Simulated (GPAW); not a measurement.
The system is MoSe.

```xyz
2
Lattice="0.0000 2.8929 2.8929 2.8929 0.0000 2.8929 2.8929 2.8929 0.0000" Properties=species:S:1:pos:R:3 pbc="T T T"
Mo    0.0000    0.0000    0.0000
Se    2.8929    2.8929    2.8929
```

The cell was built by a generator and needn't be a form met in nature.

Base run:

```yaml
Program: GPAW 26.7.0
Functional: PBE
Potentials_or_basis: GPAW PAW data sets (gpaw-data 1.2.1)
Cutoff: 600 eV
Basis: pw
k_mesh: 8 × 8 × 8
Occupations: fermi-dirac, width 0.05 eV
Spin: no spin polarisation
Hubbard_terms: Mo d U = 2 eV
```

Its results: band gap on the k mesh none (metal or under the smearing width); pressure -17.3 GPa.

**Question.** The run is repeated on the same cell with these changes: hubbard terms from Mo d U = 2 eV to Mo d U = 5 eV. What comes out?

**Answer.** Band gap on the k mesh none (metal or under the smearing width); pressure -12.3 GPa.

Caveats: U without spin polarisation on a metal has little footing.
